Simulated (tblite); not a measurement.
# C2H5BO4: the cost of one run

Programs: tblite 0.8.0 and PySCF 2.14.0. All values are calculated, for the isolated system unless a continuum is named. Atoms count from 0, parts from 1.

## 1. The system as given

12 atoms, charge 0, multiplicity 1; geometry: distance geometry start.

## 2. Relaxing the cluster with GFN2-xTB

What the job is given:

```
{"job": {"kind": "relax", "xc": "GFN2-xTB", "basis": "xTB"}, "charge": 0, "multiplicity": 1}
C     -2.311383    -1.505848    -0.885976
O     -2.949554    -0.311122    -1.081442
B     -2.288825     1.070868    -0.985086
O     -1.959465     1.525040     0.384799
O     -1.280157     1.334408    -2.059693
O     -1.497170    -2.630477    -0.763998
C     -0.077755    -2.563706    -0.703946
H     -1.573432     0.959949     1.082573
H     -0.357870     1.046964    -2.038154
H      0.189329    -2.281130     0.263453
H      0.268022    -1.872274    -1.392318
H      0.310500    -3.518560    -0.925021
```

Method: GFN2-xTB geometry optimisation, gas phase.

Launch:

```console
> OMP_NUM_THREADS=1 python cluster_run.py task.json out
```

One launch serves the whole session: the jobs run in the order shown.

**Question.** How long does this first job take on 1 thread of AMD EPYC 7R43, shared host?

About 2 s.
